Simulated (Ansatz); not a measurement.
# A series on the Fe3Al structure: AlSn3, GaSn3, TlSn3: table of relaxed lattice constants and trends from a Python script

Wanted for a series on the Fe3Al structure: AlSn3, GaSn3, TlSn3: a table of relaxed lattice constants and trends.

Program: Ansatz 0.2.0, driven from Python. Level of theory: DFT r2SCAN, plane waves, PAW. These are calculated values, not measurements.

## (1) The structure

AlSn3 Fm-3m: It takes space group Fm-3m (No. 225, cubic). Conventional cell: a = 7.380 Å, b = 7.380 Å, c = 7.380 Å, α = 90.00°, β = 90.00°, γ = 90.00°. Al (site symmetry m-3m) is surrounded by 8 Sn at 3.20 Å. Sn (site symmetry m-3m) has 8 Sn at 3.20 Å as nearest neighbours. Sn (site symmetry -43m) has 4 Al at 3.20 Å and 4 Sn at 3.20 Å as nearest neighbours.

GaSn3 Fm-3m: Symmetry: Fm-3m, No. 225, cubic system. Conventional cell: a = 7.410 Å, b = 7.410 Å, c = 7.410 Å, α = 90.00°, β = 90.00°, γ = 90.00°. Ga (site symmetry m-3m) has 8 Sn at 3.21 Å as nearest neighbours. Sn (site symmetry m-3m) has 8 Sn at 3.21 Å as nearest neighbours. Sn (site symmetry -43m) has 4 Ga at 3.21 Å and 4 Sn at 3.21 Å as nearest neighbours.

TlSn3 Fm-3m: Symmetry: Fm-3m, No. 225, cubic system. The conventional cell has a = 8.070 Å, b = 8.070 Å, c = 8.070 Å, α = 90.00°, β = 90.00°, γ = 90.00°. Around Tl (site symmetry m-3m) lie 8 Sn at 3.49 Å. Around Sn (site symmetry m-3m) lie 8 Sn at 3.49 Å. Around Sn (site symmetry -43m) lie 4 Sn at 3.49 Å and 4 Tl at 3.49 Å.

The script holds or builds the structure itself.

## (2) Script

File alsn3_series.py:

```python
# -*- coding: utf-8 -*-
"""A chemical series on the Fe3Al structure: relaxed cells and their trends."""

import ansatz as az
import matplotlib.pyplot as plt
import numpy as np


def fe3al(a_site, b_site, a):
    return (
        az.Lattice.fcc(a)
        .space_group(225)
        .atom(a_site, (0, 0, 0))
        .atom(b_site, (0.5, 0.5, 0.5))
        .atom(b_site, (0.25, 0.25, 0.25))
        .primitive()
    )


def run_phase(name, crystal, relax=True):
    calc = (
        crystal.calculation()
        .functional("r2SCAN")
        .basis(600)
        .kpoints(spacing=0.27)
        .occupations("fermi_dirac", width=0.1)
        .stress()
        .band_table()
    )
    if relax:
        calc = calc.relax(force_tolerance=0.02, cell=True)
    return calc.run()

def bulk_modulus(name, outcome, step=0.02):
    # B = -V dP/dV from the pressures of two uniformly scaled cells, atoms held at their fractions
    pressure = []
    for factor in (1 - step, 1.0, 1 + step):
        cell = az.Crystal(lattice=az.Lattice.of(outcome.lattice.cell_ang * factor ** (1 / 3)))
        for site in outcome.report["lattice"]["sites"]:
            cell = cell.atom(site["symbol"], site["position_frac"])
        pressure.append(np.trace(run_phase(name, cell, relax=False).report["stress_gpa"]) / 3)
    slope, bend = (pressure[0] - pressure[2]) / (2 * step), abs(pressure[0] + pressure[2] - 2 * pressure[1])
    # a jump of mesh or basis between the cells shows as a kink: no modulus then
    return float(slope) if bend < 12 * step**2 * abs(slope) + 0.15 and abs(pressure[1]) < 1.5 else float("nan")


def volume_per_atom(outcome):
    return abs(np.linalg.det(outcome.lattice.cell_ang)) / len(outcome.lattice.sites)

# the lattice constants below are starting guesses
phases = {}
phases["AlSn3"] = fe3al("Al", "Sn", 7.38)
phases["GaSn3"] = fe3al("Ga", "Sn", 7.41)
phases["TlSn3"] = fe3al("Tl", "Sn", 8.07)

done = {}
for name, crystal in phases.items():
    done[name] = run_phase(name, crystal)
    print(f"{name}: {done[name].report['energy_sigma0_ev']:.4f} eV, {len(done[name].lattice.sites)} atoms")

rows = [(name, (4 * len(o.lattice.sites) * volume_per_atom(o)) ** (1 / 3), volume_per_atom(o), bulk_modulus(name, o)) for name, o in done.items()]
print("| compound | a (A) | V (A^3/atom) | B (GPa) |")
print("| --- | --- | --- | --- |")
for row in rows:
    print(f"| {row[0]} | {row[1]:.3f} | {row[2]:.3f} | {row[3]:.0f} |")
plt.figure(figsize=(4.5, 3))
plt.bar([row[0] for row in rows], [row[2] for row in rows])
plt.ylabel("V (A^3/atom)")
plt.tight_layout()
plt.savefig("series.png", dpi=100)
```

## (3) The calls as engine input

The package turns the script's settings into the engine's input (first run):

```yaml
crystal:
  lattice:
    bravais: fcc
    a: 7.38
  space_group: 225
  atoms:
    - { symbol: Al, position: [0.0, 0.0, 0.0] }
    - { symbol: Sn, position: [0.5, 0.5, 0.5] }
    - { symbol: Sn, position: [0.25, 0.25, 0.25] }
  reduce_to_primitive: true
basis:
  ecutwfc: 600.0
kpoints:
  mp_grid:
    kspacing: 0.27
hamiltonian:
  xc: r2scan
scf:
  occupations:
    method: fermi_dirac
    width: 0.1
relax:
  f_tol: 0.02
  cell: {}
output:
  stress: true
  eigenvalues: true
```

## (4) Launch

Run with:

```
python alsn3_series.py
```

Output:

```text
AlSn3: -18654.8312 eV, 4 atoms
GaSn3: -21905.0240 eV, 4 atoms
TlSn3: -29573.5073 eV, 4 atoms
| compound | a (A) | V (A^3/atom) | B (GPa) |
| --- | --- | --- | --- |
| AlSn3 | 7.373 | 25.052 | 48 |
| GaSn3 | 7.418 | 25.512 | 48 |
| TlSn3 | 7.640 | 27.870 | 46 |
```

Wall time 3.1 min (1 thread of Arm Neoverse V2, shared host); peak memory 1.1 GiB.

Lines on the test bed's own set-up are left out of the output.

A comment line of the script is reworded here; the code is as run.

## (5) The engine's runs

One row for each of the 12 runs:

| run | kind of run | system | energy (eV/atom) | final volume (Å³/atom) | pressure (GPa) | SCF cycles in all | CPU time (s) |
| --- | --- | --- | --- | --- | --- | --- | --- |
| 1 | relaxation | AlSn3 (4 atoms) | -4663.7078 | 25.05 | 0.02 | 16 | 25 |
| 2 | relaxation | GaSn3 (4 atoms) | -5476.2560 | 25.51 | -0.03 | 18 | 29 |
| 3 | relaxation | TlSn3 (4 atoms) | -7393.3768 | 27.87 | -0.01 | 37 | 41 |
| 4 | single point | AlSn3 (4 atoms) | -4663.7056 | 24.55 | 1.03 | 7 | 8.5 |
| 5 | single point | AlSn3 (4 atoms) | -4663.7078 | 25.05 | 0.02 | 7 | 8.5 |
| 6 | single point | AlSn3 (4 atoms) | -4663.7070 | 25.55 | -0.90 | 7 | 8.5 |
| 7 | single point | GaSn3 (4 atoms) | -5476.2542 | 25.00 | 0.99 | 7 | 11 |
| 8 | single point | GaSn3 (4 atoms) | -5476.2560 | 25.51 | -0.03 | 7 | 10 |
| 9 | single point | GaSn3 (4 atoms) | -5476.2547 | 26.02 | -0.93 | 7 | 11 |
| 10 | single point | TlSn3 (4 atoms) | -7393.3849 | 27.31 | 1.62 | 7 | 11 |
| 11 | single point | TlSn3 (4 atoms) | -7393.3890 | 27.87 | 0.65 | 7 | 11 |
| 12 | single point | TlSn3 (4 atoms) | -7393.3898 | 28.43 | -0.22 | 7 | 11 |

Energies are extrapolated to zero smearing width, as in the script. Totals carry meaning only in balanced differences at one level of theory.

## (6) How the relaxation of run 2 went

Relaxation path:

| step | energy from step 1 (eV/cell) | largest force component (eV/Å) | pressure (GPa) | volume (Å³) |
| --- | --- | --- | --- | --- |
| 1 | 0.0000 | 0.0000 | 0.13 | 101.72 |
| 2 | -0.0001 | 0.0000 | -0.03 | 102.05 |
| 3 | -0.0001 | 0.0000 | -0.03 | 102.05 |

Step 1 is the start. Step 3 repeats the geometry before it on a plane-wave basis chosen anew for that cell, so its energy need not be comparable with the rows above.

Lengths and angles in the start's conventional setting:

|  | before | after | change |
| --- | --- | --- | --- |
| a (Å) | 7.410 | 7.418 | +0.1 % |
| b (Å) | 7.410 | 7.418 | +0.1 % |
| c (Å) | 7.410 | 7.418 | +0.1 % |
| volume (Å³/atom) | 25.43 | 25.51 | +0.3 % |
| shortest distance (Å) | 3.209 | 3.212 | +0.1 % |
| space group (0.01 Å) | Fm-3m | Fm-3m | same |

Forces and stress were held to the start's 48 operations: a distortion of lower symmetry was not tested.

## (7) The relaxation of run 3, step by step

Relaxation path:

```csv
step,E - E(step 1) (eV/cell),largest force component (eV/Å),pressure (GPa),volume (Å³)
1,0.0000,0.0000,-4.75,131.39
2,-0.3268,0.0000,-1.33,115.37
3,-0.3419,0.0000,0.47,110.18
4,-0.3436,0.0000,-0.02,111.48
5,-0.3430,0.0000,-0.01,111.48
```

Step 1 is the start. Step 5 repeats the geometry before it on a plane-wave basis chosen anew for that cell, so its energy need not be comparable with the rows above.

Lengths and angles in the start's conventional setting:

|  | before | after | change |
| --- | --- | --- | --- |
| a (Å) | 8.070 | 7.640 | -5.3 % |
| b (Å) | 8.070 | 7.640 | -5.3 % |
| c (Å) | 8.070 | 7.640 | -5.3 % |
| volume (Å³/atom) | 32.85 | 27.87 | -15.2 % |
| shortest distance (Å) | 3.494 | 3.308 | -5.3 % |
| space group (0.01 Å) | Fm-3m | Fm-3m | same |

Forces and stress were held to the start's 48 operations: a distortion of lower symmetry was not tested.

## (8) Results

| quantity | value |
| --- | --- |
| runs compared | 12 |
| AlSn3 (run 1): relaxed volume, space group | 25.05 Å³/atom, Fm-3m |
| GaSn3 (run 2): relaxed volume, space group | 25.51 Å³/atom, Fm-3m |
| TlSn3 (run 3): relaxed volume, space group | 27.87 Å³/atom, Fm-3m |

In words: From smallest to largest: AlSn3 (25.05 Å³), GaSn3 (25.51 Å³) and TlSn3 (27.87 Å³). The largest is 11 % above the smallest. In run 2, the volume grew by 0.3 % over 1 move, and the space group stayed Fm-3m. In run 3, over 3 moves the cell shrank by 15.2 % in volume, and the space group stayed Fm-3m. Reading the output:
- For the metals among these cells the mesh is coarse, so their volumes and pressures are rough.
- The bulk modulus is taken at fixed shape and positions, an upper value where these are free.
- Pressure is positive in compression.
- Spin-orbit coupling, which matters for elements this heavy, is left out.
- The cells are built on a prototype by substitution; a member may or may not take this structure in nature. Whether this is the phase that is stable at ambient conditions was not tested.
